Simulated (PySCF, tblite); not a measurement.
# C7H13PS: geometry, infrared bands and NMR shifts

What infrared bands and NMR shifts should C7H13PS (`CCC1=CCC[P@]1(C)=S`) show?

Programs: tblite 0.8.0 and PySCF 2.14.0, with density-fitted response routines of our own. Each step states its level of theory. These are calculated values for one molecule in the gas phase, unless marked as measured. Atoms count from 0, in the outputs and in this text.

## Step 1: The molecule as given

22 atoms, charge 0, multiplicity 1; geometry from: force field or distance geometry start.

Bonds of the start (Å): C0–C1 1.53, C1–C2 1.48, C2–C3 1.34, C3–C4 1.50, C4–C5 1.54, C5–P6 1.84, P6–C7 1.81, P6–S8 1.94, P6–C2 1.78, C0–H9 1.10, C0–H10 1.08, C0–H11 1.09, C1–H12 1.11, C1–H13 1.09, C3–H14 1.09, C4–H15 1.09, C4–H16 1.09, C5–H17 1.09, C5–H18 1.09, C7–H19 1.09, C7–H20 1.10, C7–H21 1.10.

## Step 2: Optimising the geometry with GFN2-xTB

What the job is given:

```
{"job": {"kind": "relax", "xc": "GFN2-xTB", "basis": "xTB"}, "charge": 0, "multiplicity": 1}
C      2.559100     0.158500     0.745800
C      1.844500    -0.840300    -0.161000
C      0.374500    -0.668900    -0.170300
C     -0.539400    -1.547400     0.269400
C     -1.982200    -1.177500     0.098700
C     -2.025600    -0.051300    -0.952600
P     -0.379400     0.763600    -0.902800
C     -0.555600     1.906200     0.485100
S      0.202400     1.547900    -2.575100
H      2.145000     0.133600     1.769600
H      3.617900    -0.064900     0.796900
H      2.441900     1.176900     0.362800
H      2.094100    -1.854100     0.204300
H      2.245700    -0.762500    -1.173600
H     -0.270000    -2.484000     0.751600
H     -2.578200    -2.028200    -0.236300
H     -2.389400    -0.830800     1.051000
H     -2.835100     0.650300    -0.759300
H     -2.169100    -0.478700    -1.941100
H      0.398500     2.377400     0.728100
H     -0.932400     1.401300     1.382300
H     -1.277300     2.692300     0.225500
```

Command:

```
OMP_NUM_THREADS=1 python probes_run.py task.json out
```

The driver reads the jobs from task.json and runs them one after another.

**Question.** This job is followed by: GFN2-xTB harmonic vibrations, gas phase; GIAO PBE0/pcSseg-1 NMR shielding, non-relativistic, gas phase. Predict these results of the whole session: strongest single infrared mode (GFN2-xTB); zero-point energy (GFN2-xTB); ¹³C shifts against TMS (PBE0/pcSseg-1); ¹H shifts against TMS (PBE0/pcSseg-1, means over atoms taken as alike); ³¹P shifts against H3PO4 (PBE0/pcSseg-1); ³³S shifts against CS2 (PBE0/pcSseg-1); surface potential, 1st and 99th percentile.

As calculated:

| quantity | value |
| --- | --- |
| strongest single infrared mode (GFN2-xTB) | 868 cm⁻¹, 125 km/mol |
| zero-point energy (GFN2-xTB) | 114.0 kcal/mol |
| ¹³C shifts against TMS (PBE0/pcSseg-1) | 154.9, 143.3, 41.1, 32.3, 28.5, 27.7, 15.3 ppm |
| ¹H shifts against TMS (PBE0/pcSseg-1, means over atoms taken as alike) | 6.22, 2.94, 2.58, 2.47, 2.32, 2.11, 2.11, 1.68, 1.29 ppm |
| ³¹P shifts against H3PO4 (PBE0/pcSseg-1) | 44.1 ppm |
| ³³S shifts against CS2 (PBE0/pcSseg-1) | -221 ppm |
| surface potential, 1st and 99th percentile | -1.46 V and 1.06 V |

In words: The optimisation took 97 steps and gained 0.130 eV; among the close pairs (by a distance rule), C2–P6 changed most, from 1.777 to 1.830 Å. All 60 modes are real, so the xTB geometry is a minimum. The strongest single mode, at 868 cm⁻¹, is carried by P6, H20, H19, C7. GFN2-xTB is a fitted tight-binding method: band positions and strengths are rough. Its intensities can rank the bands wrongly. The most deshielded hydrogen is H14 (hydrogen on an alkene CH), at 6.22 ppm: a vinylic proton, deshielded by the sp2 carbon and the C=C anisotropy. At PBE0/pcSseg-1: Shielding is most anisotropic at P6 (span 246 ppm, paramagnetic term -690 ppm). By nearest atom (PBE0/pcSseg-1), the HOMO sits on S8 81 % and the LUMO on C2, C3 about 29 % each; H14 8 %.
